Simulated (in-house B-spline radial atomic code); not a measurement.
# Ca¹⁰⁺: ionisation energy by several methods

The task here is to estimate one member of a computed series from the others.

Program: in-house B-spline radial atomic code version 1. Level of theory: Dirac-Coulomb, several functionals; spherical all-electron atom at the radial basis limit. These are calculated values, not measurements, unless marked.

### What is computed

- element: calcium (Z = 20)
- charge: +10
- electrons: 10
- configuration: [He] 2s2 2p6
- nucleus: Fermi, rms radius 3.478 fm

The outer shells:

[He] 2s2 2p6
```
[He] core
2s [↑↓]
2p [↑↓][↑↓][↑↓]
```

Set-up of the first run:

The run's settings:

```ini
Z = 20
electrons = 10.0
configuration = [He] 2s2 2p6
hamiltonian = dirac
method = am05
spin_polarised = False
nucleus = fermi
rms_radius = 3.4776
mass_number = 40
atomic_mass = 39.96259085
speed_of_light = 137.035999084
```

Among the steps run: AM05, a GGA; PBE, a GGA; RPBE, a GGA; exchange-only LDA; LDA (VWN5); PW91, a GGA.

One of the session's tables, all rows but one given; the rest of the session is left out.

```
           method  ΔSCF (eV)  with Breit, QED, recoil (eV)
exchange-only LDA     591.13                        590.88
       LDA (VWN5)     593.82                        593.57
             AM05     593.53                        593.29
              PBE     594.21                        593.96
             RPBE     594.17                        593.92
             PW91          ?                             ?
```

**Question.** Estimate the row for PW91.

**Answer.** ΔSCF (eV): 594.60; with Breit, QED, recoil (eV): 594.36. In the column «ΔSCF (eV)» it is the highest.
